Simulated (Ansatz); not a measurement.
# C2H2N2Sn: a ladder of functionals and wavefunction methods

An exercise on one series of results from a longer session: the logs are not shown, and one member is left open.

Method: functionals in def2-TZVPP, the program's frozen cores in correlated methods; program: Ansatz 0.2.0, Gaussian basis.

Levels to be run: LDA (SPW92), PBE-D4, revPBE-D4, BLYP-D4, r2SCAN-D4, B97M-V, PBE0-D4, B3LYP-D4, r2SCANh-D4, r2SCAN0-D4, HSE06-D4, BHLYP-D4, CAM-B3LYP-D4, LC-ωPBE, ωB97X-V, ωB97M-V, B2PLYP, PBE-QIDH; CCSD(T)/def2-SVP; CCSD(T)/def2-TZVPP; CCSD(T)/def2-QZVPP; extrapolation to the limit; RPA on PBE.

## The geometry

The geometry comes from an earlier relaxation with PBE0-D4 in a triple-zeta def2 set; it is a stationary point, not always the lowest conformer. Sn takes the def2 core potential; no spin-orbit term is included.

SMILES `N#[C][SnH2][C]#N`, 7 atoms, charge 0, spin multiplicity 1.

Atoms are counted from 1 here; the program's logs count them from 0.

Bond lengths: N1–C2 1.152 Å, C2–Sn3 2.099 Å, Sn3–C4 2.099 Å, Sn3–H6 1.688 Å, Sn3–H7 1.688 Å, C4–N5 1.152 Å. Angles: N1–C2–Sn3 178.2°, C2–Sn3–C4 104.7°, C2–Sn3–H6 108.7°, C2–Sn3–H7 108.6°, C4–Sn3–H6 108.6°, C4–Sn3–H7 108.6°, H6–Sn3–H7 116.9°, Sn3–C4–N5 178.1°.

Set-up of the first run:

in.yaml

```yaml
crystal:
  periodic: [false, false, false]
  atoms:
    - {symbol: N, position_ang: [1.155110, 2.513501, -0.842738]}
    - {symbol: C, position_ang: [0.595940, 1.521470, -0.671131]}
    - {symbol: Sn, position_ang: [-0.453198, -0.278118, -0.416244]}
    - {symbol: C, position_ang: [0.257184, -1.054390, 1.399500]}
    - {symbol: N, position_ang: [0.623604, -1.509724, 2.391797]}
    - {symbol: H, position_ang: [-2.095199, 0.073649, -0.246772]}
    - {symbol: H, position_ang: [-0.022241, -1.334388, -1.660110]}
basis:
  gaussian: {orbitals: def2-TZVPP}
hamiltonian: {xc: lda}
output: {orbitals: {seedname: orbitals}}
```

Launch:

```
$ ansatz run in.yaml --threads 2 --pin off --events-out ev --progress --plain --max-ram 22528MiB --backend cpu
```

Steps of the session up to this table: LDA; PBE-D4 (GGA); revPBE-D4 (GGA); BLYP-D4 (GGA); r2SCAN-D4 (meta-GGA); B97M-V (meta-GGA); B3LYP-D4 (hybrid); r2SCANh-D4 (hybrid); r2SCAN0-D4 (hybrid); HSE06-D4 (hybrid); BHLYP-D4 (hybrid); CAM-B3LYP-D4 (range-separated); LC-ωPBE (range-separated); ωB97X-V (range-separated); ωB97M-V (range-separated); B2PLYP (double hybrid); PBE-QIDH (double hybrid).

One table of the session follows, with a row left open; its other results are not shown here.

It belongs to the step «Frontier levels by functional». 

```
  functional  HOMO (eV)  gap (eV)
 LDA (SPW92)      -8.82      6.44
      PBE-D4      -8.67      6.53
   revPBE-D4      -8.61      6.57
     BLYP-D4      -8.56      6.52
   r2SCAN-D4      -9.05      7.09
      B97M-V      -9.02      7.07
     PBE0-D4     -10.05      8.81
    B3LYP-D4      -9.81      8.32
  r2SCANh-D4      -9.53      7.91
  r2SCAN0-D4          ?         ?
    HSE06-D4      -9.65      8.03
    BHLYP-D4     -11.23     10.77
CAM-B3LYP-D4     -11.45     11.15
     LC-ωPBE     -12.89     13.73
     ωB97X-V     -12.46     13.18
     ωB97M-V     -12.31     12.74
```

Estimate the missing values for r2SCAN0-D4.

Worked estimate for «HOMO (eV)». Against the share of exact exchange, r2SCAN-D4 (0, -9.05), r2SCANh-D4 (0.1, -9.53) give a slope of -4.80 per unit share; at 0.25 the line stands at -10.25.

**Answer.** HOMO (eV): -10.26; gap (eV): 9.13. In «HOMO (eV)» the line misses by +0.01.
